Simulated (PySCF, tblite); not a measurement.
# CH₁₅BOSi₅: geometry, infrared bands and NMR shifts

Wanted: the infrared bands and NMR shifts of CH₁₅BOSi₅ (`[SiH3]C[Si@@H](BO[SiH3])[SiH2][SiH3]`), by calculation.

Computed with tblite 0.8.0 and PySCF 2.14.0, with density-fitted response routines of our own, on a single molecule in the gas phase. Atoms are numbered from 0 throughout.

## (1) Starting geometry

23 atoms, charge 0, multiplicity 1; geometry from: force field or distance geometry start.

Bonds of the start (Å): Si0–C1 1.87, C1–Si2 1.87, Si2–B3 1.93, B3–O4 1.47, O4–Si5 1.71, Si2–Si6 2.23, Si6–Si7 2.24, Si0–H8 1.47, Si0–H9 1.47, Si0–H10 1.46, C1–H11 1.11, C1–H12 1.13, Si2–H13 1.48, B3–H14 1.17, Si5–H15 1.48, Si5–H16 1.47, Si5–H17 1.47, Si6–H18 1.47, Si6–H19 1.47, Si7–H20 1.48, Si7–H21 1.47, Si7–H22 1.47.

## (2) Optimising the geometry with GFN2-xTB

The job: settings as JSON, then the geometry in Å.

```
{"job": {"kind": "relax", "xc": "GFN2-xTB", "basis": "xTB"}, "charge": 0, "multiplicity": 1}
Si     0.448600     3.126300    -0.353300
C     -0.639400     1.643600    -0.023500
Si    -0.291900     0.294800    -1.270800
B      1.456600    -0.491000    -1.028400
O      2.397400     0.055200    -0.039300
Si     2.224600    -0.895100     1.374600
Si    -1.852000    -1.287800    -1.069500
Si    -1.755900    -2.151000     0.993500
H      0.129500     4.181200     0.622400
H      0.172300     3.623600    -1.707100
H      1.856000     2.765200    -0.230000
H     -1.703200     1.938600    -0.079400
H     -0.434700     1.255900     1.015800
H     -0.385100     0.862600    -2.631400
H      1.805300    -1.348600    -1.749600
H      3.296600    -0.537400     2.333100
H      2.341000    -2.325200     1.064700
H      0.933900    -0.625200     2.017700
H     -3.180800    -0.696100    -1.280600
H     -1.604700    -2.347700    -2.050500
H     -2.864800    -3.109200     1.170400
H     -1.883900    -1.069400     1.977000
H     -0.469900    -2.836600     1.182100
```

Launch:

```sh
$ OMP_NUM_THREADS=1 python probes_run.py task.json out
```

This one command runs all jobs of the session in turn.

**Question.** This job is followed by: GFN2-xTB harmonic vibrations, gas phase; GIAO PBE0/pcSseg-1 NMR shielding, non-relativistic, gas phase. What will the session give for the following? strongest single infrared mode (GFN2-xTB); zero-point energy (GFN2-xTB); ¹³C shifts against TMS (PBE0/pcSseg-1); ¹H shifts against TMS (PBE0/pcSseg-1, means over atoms taken as alike); ²⁹Si shifts against TMS (PBE0/pcSseg-1); ¹¹B shifts against BF3·OEt2 (PBE0/pcSseg-1); ¹⁷O shifts against H2O (PBE0/pcSseg-1).

The runs gave:

```
                                                              quantity                                                       value
                             strongest single infrared mode (GFN2-xTB)                                       2222 cm⁻¹, 736 km/mol
                                          zero-point energy (GFN2-xTB)                                               87.8 kcal/mol
                                ¹³C shifts against TMS (PBE0/pcSseg-1)                                                   -13.2 ppm
¹H shifts against TMS (PBE0/pcSseg-1, means over atoms taken as alike)  6.80, 5.39, 4.14, 3.98, 3.56, 3.46, 3.46, -0.19, -0.19 ppm
                               ²⁹Si shifts against TMS (PBE0/pcSseg-1)                     -40.5, -71.0, -88.1, -117.0, -127.5 ppm
                           ¹¹B shifts against BF3·OEt2 (PBE0/pcSseg-1)                                                    63.7 ppm
                                ¹⁷O shifts against H2O (PBE0/pcSseg-1)                                                   228.2 ppm
```

**Reading.** Relaxing lowered the energy by 1.277 eV in 146 steps; the close pair that moved most is B3–O4, from 1.470 to 1.319 Å. All 63 modes are real, so the xTB geometry is a minimum. The strongest single mode, at 2222 cm⁻¹, moves mainly H10. Unscaled tight-binding wavenumbers are off by several per cent, some by more. Its intensities can rank the bands wrongly. At PBE0/pcSseg-1: Shielding is most anisotropic at O4 (span 579 ppm, paramagnetic term -289 ppm).
